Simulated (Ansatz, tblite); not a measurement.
# [AlBr6]3-: a ladder of methods and basis sets

How do method and basis change the picture of [AlBr6]3- (singlet)?

Method: as each input shows; program: Ansatz 0.2.0, Gaussian basis.

Plan: GFN2-xTB, PBE-D4/def2-SVP, r2SCAN-D4/def2-SVP, BLYP-D4/def2-SVP, revPBE-D4/def2-SVP, B97M-V/def2-SVP, PBE-D4/def2-SVPD, PBE0-D4/def2-SVPD, HF/STO-3G, MP2/def2-SVPD, RPA/def2-SVPD.

5 further runs of the same task are left out: 3 that didn't finish, 2 set aside as unsound or not needed.

### 1 The relaxed structure

The singlet was relaxed beforehand with r2SCAN-D4/def2-SVPD.

7 atoms, charge -3, spin multiplicity 1.

Bond lengths: Al1–Br2 2.605 Å, Al1–Br3 2.605 Å, Al1–Br4 2.605 Å, Al1–Br5 2.605 Å, Al1–Br6 2.604 Å, Al1–Br7 2.604 Å. Angles: Br2–Al1–Br3 180.0°, Br2–Al1–Br4 90.0°, Br2–Al1–Br5 90.0°, Br2–Al1–Br6 90.0°, Br2–Al1–Br7 90.0°, Br3–Al1–Br4 90.0°, Br3–Al1–Br5 90.0°, Br3–Al1–Br6 90.0°, Br3–Al1–Br7 90.0°, Br4–Al1–Br5 180.0°, Br4–Al1–Br6 90.0°, Br4–Al1–Br7 90.0°, Br5–Al1–Br6 90.0°, Br5–Al1–Br7 90.0°, Br6–Al1–Br7 180.0°.

The ion is computed in the gas phase, without counter-ions or solvent.

PBE0-D4/def2-SVP was run before; its log isn't repeated, and its numbers join the tables.

### 2 GFN2-xTB

Tight binding, by tblite at 300 K electronic temperature and without a spin-polarisation term:

```python
tblite.interface.Calculator('GFN2-xTB', numbers, positions, charge=-3, uhf=0).singlepoint()
```

Energy -718.3253 eV, HOMO 0.15 eV, LUMO 6.36 eV; 0.043 s.

### 3 PBE-D4/def2-SVP

start.molden holds the orbitals of an earlier run on this state, given as this run's starting guess.

File in.yaml:

```yaml
crystal:
  periodic: [false, false, false]
  atoms:
    - {symbol: Al, position_ang: [-0.000382, 0.000304, 0.000106]}
    - {symbol: Br, position_ang: [-0.019980, -0.010768, 2.605364]}
    - {symbol: Br, position_ang: [0.020257, 0.010624, -2.605077]}
    - {symbol: Br, position_ang: [2.604835, 0.005604, 0.019968]}
    - {symbol: Br, position_ang: [-2.604964, -0.005954, -0.020230]}
    - {symbol: Br, position_ang: [-0.005652, 2.604251, 0.010660]}
    - {symbol: Br, position_ang: [0.005886, -2.604060, -0.010801]}
basis:
  gaussian: {orbitals: def2-SVP, initial_orbitals: start.molden}
total_charge: -3
hamiltonian: {xc: pbe, dispersion: d4}
scf: {omitted_lower_state_checks: [starts]}
output: {forces: true, orbitals: {seedname: orbitals}}
```

Started as:

```
$ ansatz run in.yaml --threads 4 --pin off --events-out ev --progress --plain --max-ram 4787MiB
```

Further steps of the session: r2SCAN-D4/def2-SVP; BLYP-D4/def2-SVP; revPBE-D4/def2-SVP; B97M-V/def2-SVP; PBE-D4/def2-SVPD; PBE0-D4/def2-SVPD; HF/STO-3G; MP2/def2-SVPD; RPA/def2-SVPD.

Before running them: what should the planned runs give, taken together? Wanted: gap in def2-SVP, named functionals, smallest and largest; correlation energy, MP2/def2-SVPD; PBE0 total energy, smallest basis above largest.

**Answer**, as computed:

| quantity | value |
| --- | --- |
| gap in def2-SVP, named functionals, smallest and largest | 3.86 eV (BLYP-D4), 6.01 eV (PBE0-D4) |
| correlation energy, MP2/def2-SVPD | -42.16 eV |
| PBE0 total energy, smallest basis above largest | 2.18 eV (def2-SVP, def2-SVPD) |

**Reading.** Over the named functionals in def2-SVP the gap runs from 3.86 eV (BLYP-D4) to 6.01 eV (PBE0-D4); exact exchange widens it. PBE-D4, revPBE-D4, BLYP-D4, r2SCAN-D4, B97M-V put the HOMO above zero: the outermost electron is held by the basis alone.
